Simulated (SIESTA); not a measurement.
Here is a SIESTA 5.4.2 calculation.

The input TiP.fdf:

```
SystemName                      Badengzhuite
SystemLabel                     TiP
NumberOfSpecies                 2
NumberOfAtoms                   8
%block ChemicalSpeciesLabel
  1  22 Ti
  2  15 P
%endblock ChemicalSpeciesLabel

LatticeConstant                 1.0 Ang
%block LatticeVectors
     3.5130000000     0.0000000000     0.0000000000
    -1.7565000000     3.0423472435     0.0000000000
     0.0000000000     0.0000000000    11.7500000000
%endblock LatticeVectors
AtomicCoordinatesFormat         Fractional
%block AtomicCoordinatesAndAtomicSpecies
     0.6738760000     0.3423810000     0.8770460000  1  Ti
     0.3232380000     0.6694830000     0.3760860000  1  Ti
     0.6717960000     0.3495390000     0.6241400000  1  Ti
     0.3379070000     0.6628790000     0.1287720000  1  Ti
     0.3413700000     0.6725780000     0.7536590000  2  P
     0.6812370000     0.3408000000     0.2465080000  2  P
     0.0014550000     0.0159040000     0.5021410000  2  P
     0.0083820000     0.0054370000    -0.0006160000  2  P
%endblock AtomicCoordinatesAndAtomicSpecies

%block kgrid.MonkhorstPack
    9   0   0  0.0
    0   9   0  0.0
    0   0   3  0.0
%endblock kgrid.MonkhorstPack
XC.Functional                   GGA
XC.Authors                      PBEsol
PAO.BasisSize                   DZP
PAO.EnergyShift                 0.003 Ry
Mesh.Cutoff                     800 Ry
OccupationFunction              FD
ElectronicTemperature           0.05 eV
MaxSCFIterations                120
SCF.MustConverge                false
SCF.Mixer.Method                Pulay
SCF.Mixer.Weight                0.25
SCF.Mixer.History               8
SCF.DM.Tolerance                5.0e-05
SCF.H.Tolerance                 1.0e-03 eV
WriteForces                     true
Charge.Mulliken                 end
%block PAO.Basis
  Ti 5
  n=3 0 2
    3.151 0.000
  n=4 0 2
    8.703 0.000
  n=3 1 2
    3.568 0.000
  n=4 1 1
    8.703
  n=3 2 2
    6.267 0.000
%endblock PAO.Basis
```

Potentials or basis: PseudoDojo 0.4 standard (PBEsol files), DZP (energy shift 0.003 Ry; two zetas on semicore shells).

Launch:

```sh
$ siesta < TiP.fdf > TiP.out 2>&1
```

(1) Predict the band gap on the k mesh.

(2) Predict the pressure.

## Answers

(1) none (metal or under the smearing width).

(2) -4.0 GPa.

Caveat: the basis of atomic orbitals isn't converged, which shifts pressures, moduli and gaps.
